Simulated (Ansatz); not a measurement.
# SiGeHO+ (triplet): the correlation ladder, cc-pVDZ

One table from this session's results is given with a row withheld; the runs are named, their logs left out.

The runs use Ansatz 0.2.0, Gaussian basis; cc-pVDZ, core rule «outside noble gas», up to 20 orbitals frozen.

The runs, in order: UHF; CCSD(T) on ROHF; CCSD(T) on UHF; BCCD(T) on ROHF; CISD as a restricted active space (open shells left free, so some higher excitations enter); CCSDT(Q) on ROHF; CCSDT(Q) on UHF; CASSCF and NEVPT2, 10 electrons in 10 orbitals.

24 further runs of the same task are left out: 12 that didn't finish, 12 set aside as unsound or not needed. Runs told in other sessions of the task aren't counted.

## The system

The geometry is a PBE0/def2-TZVP stationary point (not a proven minimum) of the parent state, kept for this charge and spin. No spin-orbit coupling is included. The filled d shell of Ge may be among the frozen orbitals whatever the setting's name suggests.

4 atoms, charge 1, spin multiplicity 3.

Atoms are counted from 1 here; the program's logs count them from 0.

Bond lengths: Ge1–O2 1.777 Å, Ge1–H4 1.564 Å, O2–Si3 1.641 Å. Angles: O2–Ge1–H4 115.7°, Ge1–O2–Si3 150.5°.

Geometry (Å):

```
Ge    0.0000    0.0048    1.0212
O     0.0000   -0.3597   -0.7184
Si    0.0000    0.1377   -2.2822
H     0.0000    1.5230    1.3966
```

Set-up of the first run:

File in.yaml:

```yaml
crystal:
  periodic: [false, false, false]
  atoms:
    - {symbol: Ge, position_ang: [0.000000, 0.004847, 1.021232]}
    - {symbol: O, position_ang: [0.000000, -0.359730, -0.718378]}
    - {symbol: Si, position_ang: [0.000000, 0.137734, -2.282184]}
    - {symbol: H, position_ang: [0.000000, 1.522968, 1.396565]}
basis:
  gaussian: {orbitals: cc-pVDZ}
total_charge: 1
magnetization: {spin_polarized: true, initial_magnetization: 2}
hamiltonian: {xc: hf}
output: {orbitals: {seedname: orbitals}}
```

Command:

```console
$ ansatz run in.yaml --threads 1 --pin off --events-out ev --progress --plain --max-ram 2393MiB
```

Among the steps run: UHF; CCSD(T) on ROHF; CCSD(T) on UHF; BCCD(T) on ROHF; CISD as a restricted active space (open shells left free, so some higher excitations enter); CCSDT(Q) on ROHF; CCSDT(Q) on UHF; CASSCF and NEVPT2, 10 electrons in 10 orbitals.

One of the session's tables, all rows but one given; the rest of the session is left out.

It belongs to the step «Misses and costs». 

| method | from RCCSDT(Q) (meV) |
| --- | --- |
| ROHF | +9420.9 |
| UHF | +9346.9 |
| RMP2 | +1068.1 |
| UMP2 | +1040.8 |
| RCCSD | +383.7 |
| UCCSD | +370.9 |
| RCCSD(T) | +62.4 |
| UCCSD(T) | +51.0 |
| BCCD(T) | ? |
| RCCSDT | +26.3 |
| UCCSDT | +15.9 |
| RCCSDT(Q) | 0 |
| UCCSDT(Q) | -24.1 |

Q: Estimate the row for BCCD(T) from the others.

As computed: from RCCSDT(Q) (meV): +53.0. In the column «from RCCSDT(Q) (meV)» it lies between UCCSD(T) (+51.0) and RCCSD(T) (+62.4).

Not comparable, so not listed: CISD as a restricted active space (open shells left free, so some higher excitations enter) (they don't share determinant, frozen orbitals or solution with the rows shown, or repeat one).

To keep in mind: Left out of the table: CASSCF frontier, NEVPT2 frontier (the active space lost an orbital or holds another state than full CI finds). Restricted and unrestricted rows rest on different reference determinants; a gap between their highest levels can come from leftover correlation error, from unlike frozen cores or from another state. Warnings in the runs' records: passed over end.
